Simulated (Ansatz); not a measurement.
# Si25C32Ge7: the cost of one run

All numbers are computed with Ansatz 0.2.0 (PAW, plane waves).

## 1. The system as built

64 atoms (25 Si, 32 C, 7 Ge); a = 8.801 Å, b = 8.801 Å, c = 8.801 Å, α = 90.00°, β = 90.00°, γ = 90.00°. All atoms were shaken off their sites by about 0.09 Å along each axis.

Steps to follow: (2) PBEsol single point at the single k point (¼, ¼, ¼), on 1 × NVIDIA H100 80GB HBM3 with 2 threads of AMD EPYC 7R13; (3) HSE06 single point at the single k point (¼, ¼, ¼), on 1 × NVIDIA H100 80GB HBM3 with 2 threads of AMD EPYC 7R13; (4) r²SCAN single point at the single k point (¼, ¼, ¼), on 1 × NVIDIA H100 80GB HBM3 with 2 threads of AMD EPYC 7R13.

## 2. PBEsol single point

Input file in.yaml:

```yaml
crystal:
  lattice:
    - [8.801079, 0.000000, 0.000000]
    - [0.000000, 8.801079, 0.000000]
    - [0.000000, 0.000000, 8.801079]
  atoms:
    - { symbol: Si, position: [0.998274, 0.010169, 0.983577] }
    - { symbol: Si, position: [0.997439, 0.975650, 0.474999] }
    - { symbol: Si, position: [0.009077, 0.513932, 0.995883] }
    - { symbol: Si, position: [0.999366, 0.498925, 0.496562] }
    - { symbol: Si, position: [0.484453, 0.978671, 0.002759] }
    - { symbol: Si, position: [0.499640, 0.992862, 0.497499] }
    - { symbol: Si, position: [0.487824, 0.483056, 0.995149] }
    - { symbol: Si, position: [0.509489, 0.500840, 0.500325] }
    - { symbol: Si, position: [0.254522, 0.259688, 0.990073] }
    - { symbol: Si, position: [0.248701, 0.273161, 0.503506] }
    - { symbol: Si, position: [0.243357, 0.737575, 0.504435] }
    - { symbol: Si, position: [0.757417, 0.218871, 0.496936] }
    - { symbol: Si, position: [0.762200, 0.749385, 0.999504] }
    - { symbol: Si, position: [0.248370, 0.983485, 0.257564] }
    - { symbol: Si, position: [0.229232, 0.990410, 0.755991] }
    - { symbol: Si, position: [0.272730, 0.502690, 0.241752] }
    - { symbol: Si, position: [0.257859, 0.516172, 0.734668] }
    - { symbol: Si, position: [0.766050, 0.994554, 0.242367] }
    - { symbol: Si, position: [0.750832, 0.492923, 0.760884] }
    - { symbol: Si, position: [0.988079, 0.254922, 0.269697] }
    - { symbol: Si, position: [0.006364, 0.257717, 0.754890] }
    - { symbol: Si, position: [0.002774, 0.744637, 0.247511] }
    - { symbol: Si, position: [0.504342, 0.248859, 0.742142] }
    - { symbol: Si, position: [0.495996, 0.762828, 0.241918] }
    - { symbol: Si, position: [0.488379, 0.758108, 0.751579] }
    - { symbol: C, position: [0.130808, 0.115694, 0.109619] }
    - { symbol: C, position: [0.115606, 0.122444, 0.625474] }
    - { symbol: C, position: [0.125910, 0.629906, 0.116433] }
    - { symbol: C, position: [0.130209, 0.628498, 0.636129] }
    - { symbol: C, position: [0.629458, 0.125344, 0.112027] }
    - { symbol: C, position: [0.635576, 0.140852, 0.618405] }
    - { symbol: C, position: [0.626729, 0.623911, 0.107808] }
    - { symbol: C, position: [0.595210, 0.631900, 0.621192] }
    - { symbol: C, position: [0.373490, 0.384069, 0.114038] }
    - { symbol: C, position: [0.383274, 0.379639, 0.635776] }
    - { symbol: C, position: [0.368032, 0.875784, 0.134803] }
    - { symbol: C, position: [0.372291, 0.879005, 0.617600] }
    - { symbol: C, position: [0.897348, 0.377573, 0.129921] }
    - { symbol: C, position: [0.874696, 0.397620, 0.626170] }
    - { symbol: C, position: [0.879273, 0.871039, 0.119420] }
    - { symbol: C, position: [0.857660, 0.862357, 0.623387] }
    - { symbol: C, position: [0.383490, 0.105978, 0.361635] }
    - { symbol: C, position: [0.367120, 0.133220, 0.867215] }
    - { symbol: C, position: [0.371104, 0.615934, 0.379858] }
    - { symbol: C, position: [0.380603, 0.645085, 0.878693] }
    - { symbol: C, position: [0.876327, 0.129009, 0.369115] }
    - { symbol: C, position: [0.865121, 0.122946, 0.867036] }
    - { symbol: C, position: [0.876141, 0.617723, 0.382545] }
    - { symbol: C, position: [0.868822, 0.607542, 0.883174] }
    - { symbol: C, position: [0.119032, 0.369052, 0.376794] }
    - { symbol: C, position: [0.158981, 0.385837, 0.884659] }
    - { symbol: C, position: [0.148324, 0.883397, 0.374444] }
    - { symbol: C, position: [0.131476, 0.879938, 0.895167] }
    - { symbol: C, position: [0.620949, 0.389609, 0.368991] }
    - { symbol: C, position: [0.635015, 0.371351, 0.878720] }
    - { symbol: C, position: [0.623204, 0.872756, 0.350487] }
    - { symbol: C, position: [0.636448, 0.860558, 0.895742] }
    - { symbol: Ge, position: [0.233727, 0.744783, 0.996005] }
    - { symbol: Ge, position: [0.733176, 0.229393, 0.019367] }
    - { symbol: Ge, position: [0.738859, 0.750464, 0.482266] }
    - { symbol: Ge, position: [0.757927, 0.010621, 0.748549] }
    - { symbol: Ge, position: [0.760069, 0.505805, 0.255058] }
    - { symbol: Ge, position: [0.000167, 0.756669, 0.735907] }
    - { symbol: Ge, position: [0.512860, 0.239455, 0.236876] }
  symmetry: { detect: false }
kpoints:
  mp_grid: { grid: [1, 1, 1], shift: [0.25, 0.25, 0.25] }
hamiltonian:
  xc: pbesol
scf:
  occupations: { method: fermi_dirac, width: 0.01 }
output:
  forces: true
  eigenvalues: true
  stress: true
  populations: true
  eigenstates: { kpoints: [[0.25, 0.25, 0.25]], e_range: [-6.0, 6.0], localisation: true }
  write_density: true
  write_potential: true
  elf: true
  volumetric_format: npy
```

Started as:

```bash
ansatz run in.yaml --threads 2 --pin off --max-ram 20900MiB --runs-dir r --events-out ev --progress --plain --backend cuda --devices 0, --max-vram 18GiB
```

Q: Estimate wall time and peak memory on 1 × NVIDIA H100 80GB HBM3 with 2 threads of AMD EPYC 7R13, shared host.

About 7.4 s, with a peak of 1.5 GiB on the host.
